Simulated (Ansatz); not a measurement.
# C2H8BFSi: one species, many methods

One table from this session's results is given with a row withheld; the runs are named, their logs left out.

Program: Ansatz 0.2.0, Gaussian basis. Level of theory: functionals in def2-TZVPP, the program's frozen cores in correlated methods. These are calculated values, not measurements.

Plan: LDA (SPW92), PBE-D4, revPBE-D4, BLYP-D4, r2SCAN-D4, B97M-V, PBE0-D4, B3LYP-D4, r2SCANh-D4, r2SCAN0-D4, HSE06-D4, BHLYP-D4, CAM-B3LYP-D4, LC-ωPBE, ωB97X-V, ωB97M-V, B2PLYP, PBE-QIDH; CCSD(T)/def2-SVP; CCSD(T)/def2-TZVPP; MP2/def2-QZVPP; extrapolation to the limit; RPA on PBE.

### The relaxed structure

An earlier PBE0-D4 in a triple-zeta def2 set relaxation fixed the geometry.

SMILES `BC(C)(F)[SiH3]`, 13 atoms, charge 0, spin multiplicity 1.

Atoms are counted from 1 here; the program's logs count them from 0.

Bond lengths: B1–C2 1.511 Å, B1–H6 1.199 Å, B1–H7 1.193 Å, C2–C3 1.512 Å, C2–F4 1.396 Å, C2–Si5 1.985 Å, C3–H8 1.093 Å, C3–H9 1.093 Å, C3–H10 1.091 Å, Si5–H11 1.482 Å, Si5–H12 1.482 Å, Si5–H13 1.487 Å. Angles: C2–B1–H6 117.3°, C2–B1–H7 121.2°, H6–B1–H7 121.0°, B1–C2–C3 124.2°, B1–C2–F4 116.1°, B1–C2–Si5 90.4°, C3–C2–F4 108.9°, C3–C2–Si5 107.7°, F4–C2–Si5 105.7°, C2–C3–H8 109.0°, C2–C3–H9 112.2°, C2–C3–H10 110.6°, H8–C3–H9 107.8°, H8–C3–H10 108.3°, H9–C3–H10 108.9°, C2–Si5–H11 109.2°, C2–Si5–H12 103.6°, C2–Si5–H13 113.2° and more.

As a file:

| atom | x (Å) | y (Å) | z (Å) |
| --- | --- | --- | --- |
| B1 | -1.06282 | 0.25421 | 1.12871 |
| C2 | -0.36541 | -0.51130 | 0.02904 |
| C3 | 0.92671 | -1.27551 | 0.21165 |
| F4 | -1.19163 | -1.22111 | -0.84468 |
| Si5 | 0.06500 | 1.18936 | -0.89879 |
| H6 | -0.37183 | 0.83880 | 1.91502 |
| H7 | -2.24716 | 0.39651 | 1.12814 |
| H8 | 0.70408 | -2.25263 | 0.64770 |
| H9 | 1.44465 | -1.44219 | -0.73647 |
| H10 | 1.59438 | -0.74244 | 0.88952 |
| H11 | 1.40579 | 1.65308 | -0.47023 |
| H12 | 0.05420 | 0.81746 | -2.33291 |
| H13 | -0.93547 | 2.26106 | -0.65208 |

The first run:

Input file in.yaml:

```yaml
crystal:
  periodic: [false, false, false]
  atoms:
    - {symbol: B, position_ang: [-1.062821, 0.254212, 1.128705]}
    - {symbol: C, position_ang: [-0.365410, -0.511295, 0.029038]}
    - {symbol: C, position_ang: [0.926715, -1.275515, 0.211651]}
    - {symbol: F, position_ang: [-1.191630, -1.221111, -0.844682]}
    - {symbol: Si, position_ang: [0.065001, 1.189362, -0.898788]}
    - {symbol: H, position_ang: [-0.371831, 0.838804, 1.915020]}
    - {symbol: H, position_ang: [-2.247156, 0.396509, 1.128135]}
    - {symbol: H, position_ang: [0.704082, -2.252631, 0.647698]}
    - {symbol: H, position_ang: [1.444649, -1.442187, -0.736471]}
    - {symbol: H, position_ang: [1.594383, -0.742443, 0.889516]}
    - {symbol: H, position_ang: [1.405790, 1.653081, -0.470231]}
    - {symbol: H, position_ang: [0.054202, 0.817456, -2.332907]}
    - {symbol: H, position_ang: [-0.935475, 2.261060, -0.652083]}
basis:
  gaussian: {orbitals: def2-TZVPP}
hamiltonian: {xc: lda}
output: {orbitals: {seedname: orbitals}}
```

Steps of the session up to this table: LDA; PBE-D4 (GGA); revPBE-D4 (GGA); BLYP-D4 (GGA); r2SCAN-D4 (meta-GGA); B97M-V (meta-GGA); PBE0-D4 (hybrid); B3LYP-D4 (hybrid); r2SCANh-D4 (hybrid); r2SCAN0-D4 (hybrid); HSE06-D4 (hybrid); BHLYP-D4 (hybrid); CAM-B3LYP-D4 (range-separated); LC-ωPBE (range-separated); ωB97X-V (range-separated); ωB97M-V (range-separated); B2PLYP (double hybrid); PBE-QIDH (double hybrid).

One of the session's tables, all rows but one given; the rest of the session is left out.

It belongs to the step «Frontier levels by functional». 

| functional | HOMO (eV) | gap (eV) |
| --- | --- | --- |
| LDA (SPW92) | -6.68 | 4.18 |
| PBE-D4 | ? | ? |
| revPBE-D4 | -6.49 | 4.32 |
| BLYP-D4 | -6.45 | 4.34 |
| r2SCAN-D4 | -6.79 | 4.83 |
| B97M-V | -6.96 | 4.88 |
| PBE0-D4 | -7.84 | 6.50 |
| B3LYP-D4 | -7.64 | 6.10 |
| r2SCANh-D4 | -7.27 | 5.64 |
| r2SCAN0-D4 | -8.00 | 6.85 |
| HSE06-D4 | -7.44 | 5.72 |
| BHLYP-D4 | -9.04 | 8.70 |
| CAM-B3LYP-D4 | -9.19 | 8.93 |
| LC-ωPBE | -10.48 | 11.36 |
| ωB97X-V | -10.16 | 10.94 |
| ωB97M-V | -10.05 | 10.58 |

**Question.** Estimate the row for PBE-D4.

As computed: HOMO (eV): -6.55; gap (eV): 4.28. In the column «HOMO (eV)» it lies between LDA (SPW92) (-6.68) and revPBE-D4 (-6.49).
